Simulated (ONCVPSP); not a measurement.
# Pseudopotential generation for Ni: ONCV, PBEsol

Task: generate the file, and judge it by its errors in other configurations, its logarithmic derivatives, its ghosts and its cutoff.

Program: ONCVPSP 4.0.1.1 (patched build). Reference atom: PBEsol, scalar-relativistic, spherical and spin-unpolarised. All values are calculated.

### Step 1. The design

The settings as typed:

| Item | Value |
| --- | --- |
| element | nickel (Ni, Z = 28) |
| type | optimised norm-conserving Vanderbilt (ONCV) |
| frozen core | [Ne] |
| valence charge | 18 |
| reference configuration | 3s2 3p6 3d8 4s1.5 4p0.5 |
| partial waves | 3s+4s: rc 1.25 bohr, ncon 4, nbas 8, qcut 11.3 1/bohr, 3 projectors, debl 1.3 Ha; 3p+4p: rc 1.50 bohr, ncon 4, nbas 7, qcut 9.2 1/bohr, 2 projectors; 3d: rc 1.15 bohr, ncon 3, nbas 7, qcut 16.1 1/bohr, local |
| local potential | the d channel |
| core correction | not asked for |

An earlier all-electron run gives the scale for the radii.

All-electron outer shells of the reference configuration (PBEsol, scalar-relativistic, ld1.x):

```csv
shell,level (eV),outermost node (bohr),outermost maximum (bohr)
2s,-981.84,0.07,0.21
2p,-845.16,–,0.16
3s,-111.81,0.30,0.64
3p,-72.30,0.27,0.65
3d,-9.91,–,0.63
4s,-6.32,0.92,2.21
4p,-1.69,1.00,3.06
```

### Step 2. The generation run

Contents of Ni.dat:

```
# ATOM AND REFERENCE CONFIGURATION
# atsym  z   nc   nv     iexc    psfile
  Ni 28.00    3    5  -116133      upf
#
#   n    l    f
    1    0    2.00
    2    0    2.00
    2    1    6.00
    3    0    2.00
    3    1    6.00
    3    2    8.00
    4    0    1.50
    4    1    0.50
#
# PSEUDOPOTENTIAL AND OPTIMIZATION
# lmax
    2
#
#   l,   rc,      ep,       ncon, nbas, qcut
    0    1.25    0.00    4    8   11.30
    1    1.50    0.00    4    7    9.20
    2    1.15    0.00    3    7   16.10
#
# LOCAL POTENTIAL
# lloc, lpopt,  rc(5),   dvloc0
    2    5    1.15    0.00
#
# VANDERBILT-KLEINMAN-BYLANDER PROJECTORs
# l, nproj, debl
    0    3    1.30
    1    2    1.40
    2    0    4.00
#
# MODEL CORE CHARGE
# icmod, fcfact, rcfact
    0    0.00    0.00
#
# LOG DERIVATIVE ANALYSIS
# epsh1, epsh2, depsh
   -6.00    5.00    0.04
#
# OUTPUT GRID
# rlmax, drl
    6.00    0.01
#
# TEST CONFIGURATIONS
# ncnf
    4
# nvcnf
#   n    l    f
    5
    3    0    2.00
    3    1    6.00
    3    2    8.00
    4    0    2.00
    4    1    0.00
#
    5
    3    0    2.00
    3    1    6.00
    3    2    8.00
    4    0    1.00
    4    1    0.00
#
    5
    3    0    2.00
    3    1    6.00
    3    2    8.00
    4    0    0.00
    4    1    0.00
#
    5
    3    0    2.00
    3    1    6.00
    3    2    8.00
    4    0    0.00
    4    1    1.00
#
```

Run with:

```sh
$ oncvpsp.x < Ni.dat > Ni.out
```

Q: Predict the outcome of this session. Wanted: cutoffs for 1 and 0.1 mHa per electron, occupied waves; bound ghosts; GHOST(+) flags; largest test error; largest phase difference near zero energy, channels read.

The runs gave:

```
                                                quantity                              value
  cutoffs for 1 and 0.1 mHa per electron, occupied waves                    86 Ha and 98 Ha
                                            bound ghosts                         none found
                                          GHOST(+) flags                        s at 677 eV
                            largest test error (AE − PS)  -0.5 meV, for 3s2 3p6 3d8 4s1 4p0
largest phase difference near zero energy, channels read                          0.007 rad
```

By total energies transferability is very good: the largest error is 0.5 meV on 7.1 eV, for 3s2 3p6 3d8 4s1 4p0. It counts as very hard, with 86 Ha needed at the looser tolerance. At the looser tolerance the 3d wave is the slowest; 3s needs 39 Ha. It is free of bound ghosts as far as tested. Near zero energy the phases of the channels with partial waves agree within 0.007 rad. The program also flags highly localised states, GHOST(+) (s). These are tests on the free atom; a crystal test is still owed.
